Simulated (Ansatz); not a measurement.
# WF (R3m) in Ansatz: further runs, part 2 of 2

Ansatz 0.2.0. The steps go on from the part before.

## 3. Relaxation of cell and atoms, revPBE+D3(BJ)

input.yaml reads:

```yaml
crystal:
  lattice:
    - [1.36589, 0.7886, 5.0696]
    - [-1.36589, 0.7886, 5.0696]
    - [0.0, -1.57719, 5.0696]
  atoms:
    - { symbol: W, position: [0.81412, 0.81412, 0.81412] }
    - { symbol: F, position: [0.93712, 0.93712, 0.93712] }
hamiltonian:
  xc: revpbe
  pseudopotentials: { kind: paw }
  dispersion: d3bj
kpoints:
  mp_grid: { grid: [11, 11, 11] }
scf:
  occupations: { method: fermi_dirac, width: 0.05 }
output:
  forces: true
  stress: true
  eigenvalues: true
relax:
  f_tol: 0.01
  max_steps: 40
  cell: { stress_tol: 0.05 }
```

Potentials or basis: Ansatz PAW.

Launch:

```bash
$ ansatz run input.yaml --threads 2 --pin off --max-ram 5632MiB --backend cpu --events-out ev --progress --plain --runs-dir out
```

Output:

```text
Warning: RAYON_NUM_THREADS=2 ignored (pool sized by the plan → 2); use --threads N
basis.fft_grid_basis auto: the FFT boxes are laid along the combinations [[1, 0, -1], [0, 1, -1], [0, 0, 1]] of the cell's own vectors, 2.732, 2.732 and 5.309 Å long. The dense box has 20×20×36 points. Along the cell's own vectors, as sized, it would have 36×36×36, 3.24 times as many. Of the 6 symmetry operations that the crystal satisfies within crystal.symmetry.tolerance (time reversal apart; of a slab, those that keep its plane) the dense box along the cell's own vectors carries 6, and the one as laid loses 4 of those. basis.fft_grid_basis: typed keeps the cell's own vectors: state it where this run's energies or levels are differenced outside the engine with another run's, or held beside a run that keeps those vectors.
Engine: ansatz 0.2.0, aarch64-unknown-linux-gnu
Pseudopotentials: kind: paw
Pseudopotential: W, paw, valence charge 14, recommended cutoff 420 eV (normal), W.paw.azcp
Pseudopotential: F, paw, valence charge 7, recommended cutoff 420 eV (normal), F.paw.azcp
Functional definition: revPBE
  parameter kappa = 1.245
  parameter beta = 0.06672455060314922
  exchange = pbe_x(kappa = kappa, mu = beta*pi^2/3)
  correlation = pbe_c(beta = beta)
Crystal: 2 atoms, lattice volume = 32.764 Å³
Basis set: ecut = 420 eV, 635 PW (Γ), FFT grids on a1−a3, a2−a3, a3, exchange–correlation on 40×40×72 points (8 copies of the dense FFT grid, shifted against one another)
Bands: 15, of which v1, the nominal top of the filled ones, is band 11 counted from 1 (10 counted from 0)
Symmetry: 6 space group operations
Space group: R3m (ITA 160), of the structure as read, at distance tolerance 3.2e-5 Å
k-points: 146 of 1331 (time reversal used)
Non-local potential: W, projectors of the file, l = 0: 3, l = 1: 2, l = 2: 2, l = 3: 1
Non-local potential: F, projectors of the file, l = 0: 2, l = 1: 2, l = 2: 1
PAW form: soft (Blöchl's): semilocal exchange-correlation on the pseudo side does not see the compensation charge
[... 139 lines left out ...]
  E_ewald      = -1896.480237
  E_disp       = -1.049747  (pairwise vdW)
  E_core_change = -0.029163  (= ΣΔE_core)
  E_smearing   = -0.010592  (= −TS)
  E_closure    = -0.000000  (closes the sum)
  Σ components = -11203.068965   (vs F -11203.068965, Δ=0.00e0)
--- Forces (eV/Å), atoms counted from 1 ---
  atom   1  W      0.00000000    -0.00000000    -0.00104488
  atom   2  F      0.00000000     0.00000000     0.00108296
  max |Σ_I F_I| component: 3.81e-5 eV/Å
--- Stress (GPa, compression-positive) ---
       -0.009608       0.000000       0.000000
        0.000000      -0.009608       0.000000
        0.000000       0.000000      -0.002402
  P = ⅓ Tr σ = -0.0072 GPa (-0.072 kbar)
--- Band table (eV; the first three rows and the last of 146) ---
  k-point 0: bands = ["-60.7405", "-25.5038", "-24.1270", "-24.1270", "-11.3162", "6.2685", "6.8383", "9.0131", "9.0131", "13.1371", "13.1371", "13.4345", "16.9704", "16.9704", "19.5739"]
  k-point 1: bands = ["-60.7305", "-25.4884", "-24.2408", "-24.1527", "-11.2752", "6.3616", "7.1248", "8.8320", "8.9686", "12.8078", "13.4375", "13.4824", "16.3135", "16.8749", "20.5861"]
  k-point 2: bands = ["-60.7035", "-25.4469", "-24.5388", "-24.2210", "-11.1637", "6.4680", "7.6354", "8.7266", "8.8505", "12.2195", "13.2096", "14.4830", "15.7264", "16.6316", "22.2708"]
  k-point 145: bands = ["-60.7305", "-25.4999", "-24.2409", "-24.1528", "-11.1637", "5.1961", "7.4259", "8.8083", "9.0132", "12.8043", "13.4797", "14.8588", "16.7347", "16.8047", "19.4443"]
--- Relaxed structure (7 steps of the walk, 7 accepted, 2 SCFs on fresh bases) ---
  F+E_penalty+E_count = -11203.06896470 eV   max|allowed force component| = 1.064e-3 eV/Å   (the final SCF, on the basis selected at the relaxed cell)
  cell:  # Å, volume = 28.8815 Å³
    - [1.3593802288554617, 0.7848400243401034, 4.511779240928311]
    - [-1.3593802288554617, 0.7848400243401034, 4.511779240928311]
    - [-1.1412757014108706e-33, -1.5696755988420377, 4.511780014991959]
  atoms:
    - { symbol: W, position: [0.8052656134638084, 0.8052656134638084, 0.8052656134638084] }
    - { symbol: F, position: [0.9459743865361917, 0.9459743865361917, 0.9459743865361915] }
```

Run time: 41 s. Hardware: 2 threads of Arm Neoverse V1, shared host; peak memory 0.39 GiB.

What came out:

- Free energy: -11203.0690 eV
- Relaxed volume: 14.44 Å³/atom
- Relaxed cell: a = 4.777 Å, b = 4.777 Å, c = 4.777 Å, α = 33.07°, β = 33.07°, γ = 33.07°
- Space group after relaxing (to 0.05 Å): R3m (No. 160)
- Energy gained by relaxing: 32.0 meV/atom
- Ionic steps: 9
- Pressure after relaxing: 0.0 GPa
- Band gap on the k mesh: none (metal or under the smearing width)

Step by step:
```tsv
step	energy change (eV)	largest force (eV/Å)	volume (Å³)
1	0.0000	0.1480	32.76
2	-0.0399	0.3973	30.77
3	-0.0585	0.5357	29.50
4	-0.0657	0.1272	29.30
5	-0.0672	0.0121	29.01
6	-0.0672	0.0001	29.05
7	-0.0639	0.0003	29.05
8	-0.0644	0.0013	28.88
9	-0.0641	0.0011	28.88
```

Final structure:
```xyz
2
Lattice="1.3594 0.7848 4.5118 -1.3594 0.7848 4.5118 0.0000 -1.5697 4.5118" Properties=species:S:1:pos:R:3 pbc="T T T"
W     0.0000    0.0000   10.8995
F     0.0000    0.0000   12.8041
```

Caveat: the plane-wave basis is chosen anew once the cell has moved, so the energies of steps on either side of that aren't comparable; the pressure holds a Pulay correction of +0.4 GPa for the finite cutoff; an odd number of electrons without spin polarisation forces a metal; a magnetic or distorted state may lie lower; pairwise dispersion overbinds metals, which lowers pressure and volume; the PAW data sets come from PBE, with cores solved anew for the run's functional, which leaves a small shift of forces and pressure.

## 4. Relaxation of cell and atoms, revPBE+D4

input.yaml: that of step 3 with these lines changed.

```diff
@@ -11,3 +11,3 @@
   pseudopotentials: { kind: paw }
-  dispersion: d3bj
+  dispersion: d4
 kpoints:
```

Launch:

```bash
$ ansatz run input.yaml --threads 2 --pin off --max-ram 5632MiB --backend cpu --events-out ev --progress --plain --runs-dir out
```

Run time: 41 s. Hardware: 2 threads of Arm Neoverse V1, shared host; peak memory 0.39 GiB.

Results (log left out):

```yaml
Free_energy: -11203.0135 eV
Relaxed_volume: 14.60 Å³/atom
Relaxed_cell: a = 4.814 Å, b = 4.814 Å, c = 4.814 Å, α = 32.84°, β = 32.84°, γ = 32.84°
Space_group_after_relaxing_to_0.05_Å: R3m (No. 160)
Energy_gained_by_relaxing: 27.1 meV/atom
Ionic_steps: 9
Pressure_after_relaxing: 0.0 GPa
Band_gap_on_the_k_mesh: none (metal or under the smearing width)
```

Forces on the atoms (eV/Å):
```
W    0.000  0.000 -0.002
F    0.000  0.000  0.002
```

Step by step:
```csv
step,energy change (eV),largest force (eV/Å),volume (Å³)
1,0.0000,0.1388,32.76
2,-0.0358,0.3937,30.83
3,-0.0494,0.5341,29.55
4,-0.0558,0.1464,29.58
5,-0.0572,0.0032,29.37
6,-0.0572,0.0004,29.35
7,-0.0541,0.0001,29.35
8,-0.0546,0.0025,29.19
9,-0.0543,0.0023,29.19
```

Final structure:
```
CELL_PARAMETERS angstrom
1.36082 0.78567 4.55083
-1.36082 0.78567 4.55083
0.00000 -1.57134 4.55083
ATOMIC_POSITIONS crystal
W 0.80601 0.80601 0.80601
F 0.94523 0.94523 0.94523
```

Levels at points of the mesh, in eV from the Fermi level:
```tsv
k point	band 7	band 8	band 9	band 10	band 11	band 12	band 13	band 14
(0.00, 0.00, 0.00)	-6.54	-4.32	-4.32	-0.23	-0.23	0.03	3.60	3.60
```

Caveat: the plane-wave basis is chosen anew once the cell has moved, so the energies of steps on either side of that aren't comparable; the pressure holds a Pulay correction of +0.4 GPa for the finite cutoff; an odd number of electrons without spin polarisation forces a metal; a magnetic or distorted state may lie lower; pairwise dispersion overbinds metals, which lowers pressure and volume; the PAW data sets come from PBE, with cores solved anew for the run's functional, which leaves a small shift of forces and pressure.

## 5. Summary

```tsv
level	gap on the mesh (eV)	pressure (GPa)	relaxed volume (Å³/atom)
revPBE	none	0.0	17.78
revPBE+D3(BJ)	none	0.0	14.44
revPBE+D4	none	0.0	14.60
```

Alike in all rows: task relaxation of cell and atoms; potentials or basis Ansatz PAW; no spin polarisation; cell relaxed; k mesh 11 × 11 × 11; cutoff (eV) 420; smearing fermi-dirac 0.05 eV.

Caveats: the plane-wave basis is chosen anew once the cell has moved, so the energies of steps on either side of that aren't comparable; an odd number of electrons without spin polarisation forces a metal; a magnetic or distorted state may lie lower; the PAW data sets come from PBE, with cores solved anew for the run's functional, which leaves a small shift of forces and pressure; pairwise dispersion overbinds metals, which lowers pressure and volume (some runs).

Total energies depend on the potentials used, so only differences within one code and one set of settings carry meaning.
